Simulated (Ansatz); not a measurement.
# BrClH2MgO: the cost of one run

Program: Ansatz 0.2.0. Level of theory: RHF/def2-SVP. These are calculated values, not measurements.

## Step 1: Starting point

Bond lengths: Mg1–Br2 3.049 Å, Mg1–Cl3 2.127 Å, Mg1–O5 2.418 Å, O5–H6 0.956 Å. Angles: Br2–Mg1–Cl3 133.5°, Br2–Mg1–O5 68.5°, Cl3–Mg1–O5 142.8°, Mg1–O5–H6 147.2°.

As a file:

```xyz
6

Mg   -0.6962   -0.9861   -0.5600
Br    2.2134   -0.7147    0.3114
Cl   -1.6416   -1.8640   -2.2506
H     0.9020    0.7416    0.6727
O    -0.2949    1.1293    0.5393
H    -0.4827    1.6939    1.2872
```

## Step 2: Pulling towards end A

Springs on the bonds that form and break draw the guess towards this end; the thresholds are loose.

input.yaml reads:

```yaml
crystal:
  periodic: [false, false, false]
  atoms:
    - { symbol: Mg, position_ang: [-0.6962, -0.9861, -0.56] }
    - { symbol: Br, position_ang: [2.2134, -0.7147, 0.3114] }
    - { symbol: Cl, position_ang: [-1.6416, -1.864, -2.2506] }
    - { symbol: H, position_ang: [0.902, 0.7416, 0.6727] }
    - { symbol: O, position_ang: [-0.2949, 1.1293, 0.5393] }
    - { symbol: H, position_ang: [-0.4827, 1.6939, 1.2872] }
basis:
  gaussian: { orbitals: def2-SVP }
hamiltonian:
  xc: hf
relax:
  f_tol: 0.15
  max_steps: 25
  restrain:
    - { distance: [0, 4], at: 3.37, k: 30.0 }
    - { distance: [3, 1], at: 2.81, k: 30.0 }
    - { distance: [0, 1], at: 2.61, k: 30.0 }
    - { distance: [3, 4], at: 0.97, k: 30.0 }
```

Run with:

```console
$ ansatz run input.yaml --threads 2 --pin off --max-ram 3072MiB --backend cpu --events-out ev --progress --plain --runs-dir out
```

Q: Estimate wall time and peak memory on 2 threads of Arm Neoverse N1, shared host.

About 19 s, with a peak of 0.18 GiB.
